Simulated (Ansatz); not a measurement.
# AlInSb2: the cost of one run

Program: Ansatz 0.2.0. Level of theory: DFT r2SCAN, scalar-relativistic, plane waves, PAW. These are calculated values, not measurements.

## (1) The system as given

The structure is tetragonal, space group P-4m2 (No. 115). Conventional cell: a = 4.506 Å, b = 4.506 Å, c = 6.349 Å, α = 90.00°, β = 90.00°, γ = 90.00°. Around Al (site symmetry -4m2) lie 4 Sb at 2.70 Å. In (site symmetry -4m2) has 4 Sb at 2.82 Å in its first shell of neighbours. Sb (site symmetry 2mm) has 2 Al at 2.70 Å and 2 In at 2.82 Å in its first shell of neighbours.

As a file:

```xyz
8
Lattice="-4.5062 0.0000 0.0000 0.0000 -4.5062 0.0000 0.0000 0.0000 12.6976" Properties=species:S:1:pos:R:3 pbc="T T T"
Al    0.0000    0.0000    0.0000
Al    0.0000    0.0000    6.3488
In   -2.2531   -2.2531    3.1744
In   -2.2531   -2.2531    9.5232
Sb    0.0000   -2.2531    1.4816
Sb    0.0000   -2.2531    7.8304
Sb   -2.2531    0.0000    4.8672
Sb   -2.2531    0.0000   11.2161
```

It goes back to an entry of the Materials Project, which need not be the stable form.

The cell is taken as given, not relaxed at this level.

## (2) The reference: the undisturbed cell on the scan's mesh

input.yaml

```yaml
crystal:
  lattice:
    - [-4.50616554, 0.0, 0.0]
    - [0.0, -4.50616554, 0.0]
    - [0.0, 0.0, 12.69764598]
  atoms:
    - { symbol: Al, position: [0.0, 0.0, 0.0] }
    - { symbol: Al, position: [0.0, 0.0, 0.5] }
    - { symbol: In, position: [0.5, 0.5, 0.25] }
    - { symbol: In, position: [0.5, 0.5, 0.75] }
    - { symbol: Sb, position: [0.0, 0.5, 0.116682685] }
    - { symbol: Sb, position: [0.0, 0.5, 0.616682685] }
    - { symbol: Sb, position: [0.5, 0.0, 0.383317315] }
    - { symbol: Sb, position: [0.5, 0.0, 0.883317315] }
basis:
  ecutwfc: 500
kpoints:
  mp_grid: { grid: [6, 6, 2] }
hamiltonian:
  xc: r2scan
scf:
  occupations: { method: gaussian, width: 0.05 }
output:
  forces: true
  stress: true
  eigenvalues: true
  write_density: true
  write_potential: true
  elf: true
  volumetric_format: npy
```

Launch:

```sh
> ansatz run input.yaml --threads 2 --pin off --max-ram 5120MiB --backend cpu --events-out ev --progress --plain --runs-dir out
```

Q: Estimate wall time and peak memory on 2 threads of Intel Xeon 6975P-C (Granite Rapids), shared host.

About 15 s, with a peak of 1.1 GiB.
